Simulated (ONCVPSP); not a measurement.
# F: the cost of one run

Method: ONCVPSP 4.0.1.1 (patched build), PBE, scalar-relativistic.

### Step 1. The atom and the settings

Typed settings, in words:

- element: fluorine (F, Z = 9)
- type: optimised norm-conserving Vanderbilt (ONCV)
- frozen core: [He]
- valence charge: 7
- reference configuration: 2s2 2p2 (charge +3)
- partial waves: 2s: rc 0.75 bohr, ncon 4, nbas 8, qcut 10.8 1/bohr, 2 projectors, debl 1 Ha; 2p: rc 0.95 bohr, ncon 4, nbas 7, qcut 14.8 1/bohr, 2 projectors, debl 3.5 Ha; d scattering state at 0.4 Ha: rc 0.90 bohr, ncon 4, nbas 8, qcut 10.3 1/bohr, 2 projectors, debl 1 Ha
- local potential: polynomial inside 0.55 bohr (lpopt 3, dvloc0 2 Ha)
- core correction: polynomial model core, fcfact 0.7

An earlier all-electron run gives the scale for the radii.

All-electron outer shells of the reference configuration (PBE, scalar-relativistic, ld1.x):

```tsv
shell	level (eV)	outermost node (bohr)	outermost maximum (bohr)
1s	-741.36	–	0.11
2s	-91.21	0.24	0.72
2p	-72.76	–	0.62
```

### Step 2. Generating the potential

Input file F.dat:

```
# ATOM AND REFERENCE CONFIGURATION
# atsym  z   nc   nv     iexc    psfile
  F 9.00    1    2        4      upf
#
#   n    l    f
    1    0    2.00
    2    0    2.00
    2    1    2.00
#
# PSEUDOPOTENTIAL AND OPTIMIZATION
# lmax
    2
#
#   l,   rc,      ep,       ncon, nbas, qcut
    0    0.75    0.00    4    8   10.80
    1    0.95    0.00    4    7   14.80
    2    0.90    0.40    4    8   10.30
#
# LOCAL POTENTIAL
# lloc, lpopt,  rc(5),   dvloc0
    4    3    0.55    2.00
#
# VANDERBILT-KLEINMAN-BYLANDER PROJECTORs
# l, nproj, debl
    0    2    1.00
    1    2    3.50
    2    2    1.00
#
# MODEL CORE CHARGE
# icmod, fcfact, rcfact
    1    0.70    0.00
#
# LOG DERIVATIVE ANALYSIS
# epsh1, epsh2, depsh
   -5.00    5.00    0.04
#
# OUTPUT GRID
# rlmax, drl
    6.00    0.01
#
# TEST CONFIGURATIONS
# ncnf
    4
# nvcnf
#   n    l    f
    2
    2    0    2.00
    2    1    5.00
#
    2
    2    0    2.00
    2    1    4.00
#
    2
    2    0    2.00
    2    1    3.00
#
    2
    2    0    2.00
    2    1    4.50
#
```

Command:

```
oncvpsp.x < F.dat > F.out
```

**Question.** How long does this run take on 1 thread of Neoverse-N1, shared host?

About 5.5 s.
